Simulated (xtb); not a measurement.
# triplet C2H6SSn at GFN2-xTB (fixed atoms (6))

Aim: a geometry optimisation of triplet C2H6SSn. 

The calculation is run with xtb 6.7.1.

7 further runs of the same task are left out: 7 set aside as unsound or not needed.

**1. The system as given**

C2H6SSn has 10 atoms, charge 0, and is taken as a triplet. SMILES of the parent species: `[SnH3][CH]1CS1`. All atoms were displaced at random from a relaxed shape. That shape belongs to the parent species and isn't relaxed for this state. The run starts from this shape.

Bond lengths: Sn1–C2 2.216 Å, C2–C3 1.507 Å, C2–S4 1.907 Å, Sn1–H5 1.670 Å, Sn1–H6 1.681 Å, Sn1–H7 1.716 Å, C2–H8 1.049 Å, C3–H9 1.122 Å, C3–H10 1.014 Å. Some angles: Sn1–C2–C3 120.6°, Sn1–C2–S4 108.1°, C3–C2–S4 68.3°, Sn1–C2–H8 113.5°, C3–C2–H8 122.3°, S4–C2–H8 112.8°, C2–Sn1–H5 112.5°, C2–Sn1–H6 111.3°, C2–Sn1–H7 109.1°, C2–C3–H9 115.9°. A long bond or contact: C3–S4 1.946 Å.

**2. A geometry optimisation at GFN2-xTB (fixed atoms (6))**

.CHRG

```
0
```

.UHF

```
2
```

input.inp

```
$opt
   exact rf
$fix
   atoms: 6
$end
```

geo.gen

```
10 C
 Sn C S H
   1  1     -1.09291400      1.10672100      0.24159400
   2  2      0.47239500     -0.17844400     -0.65868700
   3  2      1.30800500     -1.08803700      0.20447700
   4  3     -0.17868200     -1.97060000     -0.68864300
   5  4     -2.32980900      1.44995000     -0.82590700
   6  4     -1.77339800      0.38029700      1.59594200
   7  4     -0.40102200      2.61645100      0.67549200
   8  4      0.79457600      0.15294400     -1.60024000
   9  4      1.04168900     -1.10896100      1.29457700
  10  4      2.23314200     -1.32134000     -0.13999500
```

Command:

```console
$ xtb geo.gen -I input.inp --opt --cma --wbo --gfn 2 --parallel 1 > run.log 2> xtb.err
```

What values should one expect? Wanted: total energy at the end; dipole moment; HOMO energy; LUMO energy; dispersion energy; mean polarisability.

Answer, from the run:

Level: GFN2-xTB (fixed atoms (6)).

| quantity | value |
| --- | --- |
| total energy at the end | -12.53604 Eh |
| dipole moment | 4.34 D |
| HOMO energy (partly filled) | -9.42 eV |
| LUMO energy | -6.48 eV |
| dispersion energy | -18.86 kJ/mol |
| mean polarisability (D4 model) | 91.9 bohr³ |

In words: At the final geometry: Bond lengths: C2–C3 1.465 Å, C2–S4 1.725 Å, C3–S4 1.816 Å, Sn1–H5 1.834 Å, Sn1–H6 1.840 Å, Sn1–H7 1.895 Å, C2–H8 1.078 Å, C3–H9 1.082 Å, C3–H10 1.085 Å. Some angles: C2–C3–S4 62.3°, C3–C2–S4 68.9°, C2–S4–C3 48.8°, C2–C3–H9 118.0°, C2–C3–H10 121.5°, S4–C3–H9 113.6°, S4–C3–H10 115.7°, C3–C2–H8 124.3°, S4–C2–H8 118.7°, H9–C3–H10 114.7°. The optimisation took 44 steps and changed the energy by -1.864 eV.
